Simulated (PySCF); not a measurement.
# Beryllium: the same states on changed settings

The task here is to estimate one member of a computed series from the others.

Method: unrestricted determinants in a Gaussian basis, no spin-orbit coupling in the energies. Code: PySCF 2.14.0.

## Starting point

| Item | Value |
| --- | --- |
| Element | beryllium (Z = 4) |
| Basis | aug-cc-pVDZ-DK |
| Hamiltonian | the spin-free X2C one-electron Hamiltonian (Gaussian nucleus) |
| State 1 | Be: [He] 2s2, closed-shell 1S |
| State 2 | Be⁺: [He] 2s1, 2S determinant |
| Methods | MP2, CCSD(T) |
| Core shells frozen in the correlated runs | all electrons: nothing (for Be) |

The outer shells:

Be [He] 2s2
```
[He] core
2s [↑↓]
```

Be+ [He] 2s1
```
[He] core
2s [↑ ]
```

The sound run (aug-cc-pVDZ-DK, the spin-free X2C one-electron Hamiltonian (Gaussian nucleus), symmetry-adapted start, fine grid, valence correlation) gave:

| species | method | energy (hartree) |
| --- | --- | --- |
| Be | UHF | -14.57489 |
| Be | B3LYP | -14.67391 |
| Be | M06-L | -14.66346 |
| Be | MP2 (valence) | -14.60066 |
| Be | CCSD(T) (valence) | -14.61939 |
| Be⁺ | UHF | -14.27811 |
| Be⁺ | B3LYP | -14.33733 |
| Be⁺ | M06-L | -14.33604 |

One driver process ran all states and methods and kept the integrals in memory. Each run is shown as a PySCF script that sums up its settings (the driver passes frozen orbitals as a list and adds second-order terms of double hybrids); the logs are those of the runs themselves. The driver starts from symmetry-adapted Hartree-Fock orbitals, holds the occupation by maximum overlap and uses a logarithmic radial grid for functionals, so a plain start would take other cycles.

The first run:

The driver's launch:

```
$ OMP_NUM_THREADS=1 python atomrun2.py TASK.json OUT
```

Contents of input.py:

```python
from pyscf import gto, scf, dft, mp, cc
import basis_set_exchange as bse
mol = gto.M(atom="Be 0 0 0", charge=0, spin=0, symmetry="D2h",
            basis=gto.basis.parse(bse.get_basis("aug-cc-pVDZ-DK", elements=["Be"], fmt="nwchem", header=False)),
            nucmod="G")
mf = scf.UHF(mol).sfx2c1e()
mf.irrep_nelec = {'Ag': (2, 2)}
mf.kernel()
mp.UMP2(mf, frozen=0).kernel()
```

Contents of input.py:

```python
from pyscf import gto, scf, dft, mp, cc
import basis_set_exchange as bse
mol = gto.M(atom="Be 0 0 0", charge=0, spin=0, symmetry="D2h",
            basis=gto.basis.parse(bse.get_basis("aug-cc-pVDZ-DK", elements=["Be"], fmt="nwchem", header=False)),
            nucmod="G")
mf = scf.UHF(mol).sfx2c1e()
mf.irrep_nelec = {'Ag': (2, 2)}
mf.kernel()
mycc = cc.CCSD(mf, frozen=0).run()
mycc.ccsd_t()
```

Steps of the session up to this table: Changed run, Be, method by method; Changed run, Be⁺, method by method.

One of the session's tables, all rows but one given; the rest of the session is left out.

Ionisation energy of Be:

```
 method  sound run (eV)
    UHF           8.076
    MP2           8.777
SCS-MP2               ?
   CCSD           9.287
CCSD(T)           9.287
```

**Question.** Estimate the row for SCS-MP2.

The run gave: sound run (eV): 8.917. In the column «sound run (eV)» it lies between MP2 (8.777) and CCSD (9.287).
